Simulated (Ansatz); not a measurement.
# Zr3Tl, space group Pm-3m: a comparison of functionals at one structure

Program: the Ansatz DFT code, driven from Python.

`xc_zr3tl.py`:
```python
"""Functional comparison for Zr3Tl (totals differ with the potentials too)."""

import ansatz as az


def main() -> None:
    cell = (
        az.Lattice.of((4.4739, 0.0, 0.0), (0.0, 4.4739, 0.0), (0.0, 0.0, 4.4739))
        .atom("Zr", (0.0, 0.5, 0.5))
        .atom("Zr", (0.5, 0.0, 0.5))
        .atom("Zr", (0.5, 0.5, 0.0))
        .atom("Tl", (0.0, 0.0, 0.0))
    )

    setup = (
        cell.calculation()
        .occupations(az.OccupationsMethod.FERMI_DIRAC)
        .kpoints(5, center="gamma")
        .stress()
    )

    rows = []
    for value in ["pbesol", "r2scan", "blyp"]:
        data = setup.functional(value).run(threads=1, pin="off").report
        rows.append((value, data["free_energy_ev"] / len(data["lattice"]["sites"]), data["n_iterations"], sum(data["stress_gpa"][i][i] for i in range(3)) / 3, data["n_kpoints"]))

    print("  functional   F/atom (eV)    iterations       P (GPa)      k-points")
    for row in rows:
        print(f"{str(row[0]):>12s}  {row[1]:12.5f}  {row[2]:12d}  {row[3]:12.3f}  {row[4]:12d}")


if __name__ == "__main__":
    main()
```

`python xc_zr3tl.py` gives:
```text
DeckWarning: basis.ecutwfc = 420 eV, auto-derived from the records' recommended cutoffs: set by Zr (normal level)
DeckWarning: basis.ecutwfc = 500 eV, auto-derived from the records' recommended cutoffs: set by Zr (their level for a meta-GGA)
  functional   F/atom (eV)    iterations       P (GPa)      k-points
      pbesol   -5920.58751             6        -3.423            10
      r2scan   -6011.08949             7         0.148            10
        blyp   -6015.41648             6         5.084            10
```
(Warnings from the package without file and line.)

From lowest to highest: PBEsol (-3.4 GPa), r2SCAN (0.1 GPa) and BLYP (5.1 GPa). At a fixed cell a lower pressure usually means a smaller equilibrium volume, so PBEsol prefers the smallest cell and BLYP the largest.

Reading the output:
- BLYP can be off by several per cent in the lattices of metals, and by several GPa in the pressure at a fixed cell.
- For a metal this k-point mesh is coarse: on a finer one energies can move by several to tens of meV an atom and pressures by half a GPa or more, differences at one mesh by less.
- Pressure is positive in compression.
- Spin-orbit coupling, which matters for elements this heavy, is left out.
- This cell is a computed structure, which may not be the phase found in nature.
- Total energies of different functionals can't be compared; pressures, moments and gaps at this one structure can.
- Run time: 7.1 s on 1 thread of Arm Neoverse V2, on a shared host, peak memory 0.62 GiB.

(Lines on the test bed's own set-up are left out of the output.)
